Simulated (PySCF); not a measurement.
**The bond of CsSi, level by level**

One job finds the state of CsSi, follows it along the bond with each method and fits the curves.

Computed with PySCF 2.14.0. Level: Cs def2-SVP with ECP46, Si def2-SVP, scalar-relativistic core potentials.

### Step 1. The job

Settings of the job:

```json
{
  "atoms": "Cs, Si",
  "charge": "0",
  "basis": "Cs def2-SVP with ECP46, Si def2-SVP",
  "Hamiltonian": "scalar-relativistic core potentials",
  "basis functions": "42",
  "electrons treated": "23",
  "masses in u": "132.9054, 27.9769",
  "levels": "PBE0, PBE, r²SCAN, TPSS, BLYP, TPSSh, ωB97X, HF, MP2, SCS-MP2, CCSD, CCSD(T)",
  "grid": "80 radial by 434 angular points",
  "occupations": "held fixed by the projection of orbital angular momentum",
  "dissociation limit": "Cs + Si, each in its ground configuration",
  "starting distance in angstrom": "3.320",
  "values of 2S to try": "1, 3"
}
```

Run with:

```
> OMP_NUM_THREADS=1 python dia.py task.json out
```

After this run come: The PBE0 curve of the state that the search chose; Other states along the same grid; PBE (GGA); r²SCAN (meta-GGA); TPSS (meta-GGA); BLYP (GGA); TPSSh; ωB97X; UHF (mean field); MP2 and coupled cluster.

**Question.** What will these runs give? Wanted: for each run, Re; ωe; De; μ.

As calculated:

Lowest PBE0 solution found, without spin–orbit coupling: ⁴Σ⁻ (quartet), unpaired electrons σ ↑, π ↑↑. State 2 has its PBE0 minimum 0.48 eV higher, as a spin-mixed determinant (⟨S²⟩ = 1.76), so this is no gap between pure states. State 3 has its PBE0 minimum 0.49 eV higher, as a spin-mixed determinant (⟨S²⟩ = 1.76), so this is no gap between pure states. State 4 has its PBE0 minimum 0.97 eV higher. The other levels ran on the lowest alone.

```
      level  Re (Å)  ωe (cm⁻¹)  De (eV)   μ (D)
        UHF   3.473      159.8     1.19  -12.31
    UHF-MP2   3.396      167.4     1.39     n/a
UHF-SCS-MP2   3.408      166.2     1.29     n/a
   UHF-CCSD   3.399      166.4     1.30     n/a
UHF-CCSD(T)   3.396      166.3     1.32     n/a
        PBE   3.358      158.0     1.69   -9.21
       BLYP   3.414      147.6     1.38   -8.67
       TPSS   3.372      159.9     1.80  -10.00
     r²SCAN   3.377      162.0     1.81  -10.55
      TPSSh   3.368      162.2     1.79  -10.35
       PBE0   3.350      164.6     1.68  -10.28
      ωB97X   3.350      174.4     1.72  -11.60
```

De is counted to Cs + Si in their ground configurations. A positive dipole means Cs(−)Si(+).

Differences from CCSD(T) in the same basis:

```
      level  Re (mÅ)  ωe (%)
        UHF      +77    -3.9
    UHF-MP2        0    +0.7
UHF-SCS-MP2      +12    -0.1
   UHF-CCSD       +2    +0.1
        PBE      -38    -5.0
       BLYP      +18   -11.3
       TPSS      -24    -3.8
     r²SCAN      -19    -2.6
      TPSSh      -28    -2.5
       PBE0      -47    -1.1
      ωB97X      -46    +4.8
```

What this shows: Judged by CCSD(T) in the same basis: best bond length UHF-MP2 (0 mÅ), worst UHF (+77 mÅ); best wavenumber UHF-SCS-MP2 and UHF-CCSD (0.1 % off), worst BLYP (-11.3 %). CCSD(T) in a basis this small is itself some way from its limit, more so than the functionals. Among the levels with a De in the table, it runs from 1.19 eV (UHF) to 1.81 eV (r²SCAN).

Correlated steps freeze 5 core orbitals. These are scalar-relativistic numbers at best; spin–orbit coupling would shift them, the dissociation energy most. With spin–orbit coupling the term label itself may not hold.
